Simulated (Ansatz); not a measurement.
A run of Ansatz 0.2.0 is set up as follows.

input.yaml

```yaml
crystal:
  lattice:
    - [-2.040953, 2.040953, 6.08708]
    - [2.040953, -2.040953, 6.08708]
    - [2.040953, 2.040953, -6.08708]
  atoms:
    - { symbol: Cd, position: [0.5, 0.5, 0.0] }
    - { symbol: Cd, position: [0.25, 0.75, 0.5] }
    - { symbol: Cd, position: [0.75, 0.25, 0.5] }
    - { symbol: Se, position: [0.0, 0.0, 0.0] }
kpoints:
  mp_grid: { grid: [9, 9, 9] }
  band_path:
    path:
      - [0.0, 0.0, 0.0]
      - [-0.5, 0.5, 0.0]
      - [-0.5, 0.5, -0.0562105704]
      - [-0.2781052852, 0.2781052852, -0.2781052852]
      - [0.0, 0.0, 0.0]
      - [0.5, 0.5, -0.5]
      - [0.2781052852, 0.7218947148, -0.7218947148]
      - [0.0, 0.5, -0.5]
    npoints: 12
scf:
  occupations: { method: fermi_dirac, width: 0.05 }
hamiltonian:
  xc: pbe
  pseudopotentials: { kind: all_electron, lapw: { basis_error: 0.002 } }
output:
  forces: true
  stress: true
  eigenvalues: true
```

Potentials or basis: all-electron LAPW, scalar-relativistic.

Command:

```console
$ ansatz run input.yaml --threads 2 --pin off --max-ram 8192MiB --backend cpu --events-out ev --progress --plain --runs-dir out
```

Question: What does it give for the pressure?

Answer: -0.5 GPa.

Question: Predict the band gap along the path.

Answer: None (metal or under the smearing width).

Stress tensor (GPa, compression positive):
```
-0.95  0.00  0.00
 0.00 -0.95  0.00
 0.00  0.00  0.40
```
